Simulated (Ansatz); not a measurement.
The system is IrPt3.

```
Pt Ir
1.0
     3.95125    0.00000    0.00000
     0.00000    3.95125    0.00000
     0.00000    0.00000    3.95125
Pt Ir
3 1
Direct
  0.50000 0.50000 0.00000
  0.50000 0.00000 0.50000
  0.00000 0.50000 0.50000
  0.00000 0.00000 0.00000
```

The cell comes from a database or a generator and needn't be the stable form of this composition.

- Program: Ansatz 0.2.0
- Task: single point
- Functional: PBEsol
- Potentials or basis: all-electron LAPW, scalar-relativistic
- Cutoff: 266 eV (chosen from the basis error)
- Basis error allowed: 0.001 eV/atom
- k mesh: 7 × 7 × 7
- Occupations: fermi-dirac, width 0.05 eV
- Spin: no spin polarisation

On this cell: pressure -11.6 GPa; largest force zero by symmetry; band gap on the k mesh none (metal or under the smearing width).

The same run follows on a disturbed copy (atoms moved at random, drawn with an rms of 0.05 Å):

```
Pt Ir
1.0
     3.95125    0.00000    0.00000
     0.00000    3.95125    0.00000
     0.00000    0.00000    3.95125
Pt Ir
3 1
Direct
  0.50926 0.50108 0.99645
  0.50521 0.99968 0.50523
  0.99336 0.51493 0.48680
  0.01170 0.99795 0.00658
```

What changes?

The energy (extrapolated to zero smearing) moves by +16.3 meV/atom; pressure -10.8 GPa; largest force 1.132 eV/Å; band gap on the k mesh none (metal or under the smearing width).

Forces on the atoms (eV/Å):
```
Pt  -0.336 -0.104 -0.023
Pt  -0.169  0.402 -0.169
Pt   0.669 -0.687  0.602
Ir  -0.163  0.389 -0.411
```

Stress tensor (GPa, compression positive):
```
-10.95  -0.17   0.14
 -0.17 -10.74  -0.40
  0.14  -0.40 -10.67
```
